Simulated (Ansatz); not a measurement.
I need a rigid scan of one bond length of C2H3ClGe, SMILES [Cl][GeH]1[CH]=[CH]1. Use Ansatz 0.2.0 through its Python package. Settings (for the species named): PBE0, def2-SVP basis, multiplicity 1, D3BJ dispersion.

```xyz
7

Cl   -1.7352   -1.8894   -0.2516
Ge   -0.5906   -0.0955   -0.6963
C     0.1744    0.4494    0.8305
C     1.2015   -0.1516   -0.1074
H    -1.2313    1.1690   -1.3254
H     0.0711    0.9197    1.8173
H     2.1713   -0.4695   -0.3129
```

`c2h3clge_scan.py`
```python
# -*- coding: utf-8 -*-
'''Potential curve of C2H3ClGe along one bond.'''

import ansatz as az
import numpy as np

GEOMETRY = '''
Cl   -1.73520   -1.88940   -0.25160
Ge   -0.59060   -0.09550   -0.69630
C     0.17440    0.44940    0.83050
C     1.20150   -0.15160   -0.10740
H    -1.23130    1.16900   -1.32540
H     0.07110    0.91970    1.81730
H     2.17130   -0.46950   -0.31290
'''

molecule = az.Crystal.molecule()
for line in GEOMETRY.strip().splitlines():
    symbol, *xyz = line.split()
    molecule = molecule.atom(symbol, [float(v) for v in xyz])

symbols = [site.symbol for site in molecule.cartesian_sites]
start = np.array([site.position_ang for site in molecule.cartesian_sites])
axis = (start[6] - start[3]) / np.linalg.norm(start[6] - start[3])
moving = [6]
lengths, energies = [0.916, 0.958, 0.999, 1.041, 1.083, 1.124, 1.166, 1.228], []
for length in lengths:
    xyz = start.copy()
    xyz[moving] += (length - np.linalg.norm(start[6] - start[3])) * axis
    point = az.Crystal.molecule()
    for symbol, place in zip(symbols, xyz):
        point = point.atom(symbol, place.tolist())
    base = point.calculation().basis(gaussian='def2-SVP').functional('pbe0', dispersion='d3bj')
    rep = base.run(threads=1, pin='off').report
    energies.append(rep['free_energy_ev'])
    print(f'r = {length:6.3f} A  E = {energies[-1]:.5f} eV  <S^2> = {abs(rep["mean_field"]["state"]["spin_squared"]):.3f}')

# quartic fit about the minimum
fit = np.polynomial.Polynomial.fit(lengths, np.array(energies) - min(energies), 4).convert()
roots = [r.real for r in fit.deriv().roots() if abs(r.imag) < 1e-9 and fit.deriv(2)(r.real) > 0]
r_e = min(roots, key=lambda r: abs(r - lengths[int(np.argmin(energies))]))
print(f'minimum of the fit at {r_e:.4f} A, force constant {fit.deriv(2)(r_e):.2f} eV/A^2')
```

```console
$ python c2h3clge_scan.py
r =  0.916 A  E = -71134.01002 eV  <S^2> = 0.000
r =  0.958 A  E = -71134.38182 eV  <S^2> = 0.000
r =  0.999 A  E = -71134.61534 eV  <S^2> = 0.000
r =  1.041 A  E = -71134.74879 eV  <S^2> = 0.000
r =  1.083 A  E = -71134.79716 eV  <S^2> = 0.000
r =  1.124 A  E = -71134.77950 eV  <S^2> = 0.000
r =  1.166 A  E = -71134.70924 eV  <S^2> = 0.000
r =  1.228 A  E = -71134.53340 eV  <S^2> = 0.000
minimum of the fit at 1.0906 A, force constant 36.05 eV/A^2
```

Reading the output:
- Total energies depend on the basis set; only differences at equal settings carry meaning.
- The rest of the molecule is held rigid at a force-field or estimated start geometry, and the basis set is modest; single-reference methods fail as a bond breaks.
- The orbitals are restricted, so S² is zero by construction.
- The whole script took 18 s on 1 thread of Intel(R) Xeon(R) Processor @ 2.30GHz, on a shared host, peak memory 0.3 GiB.
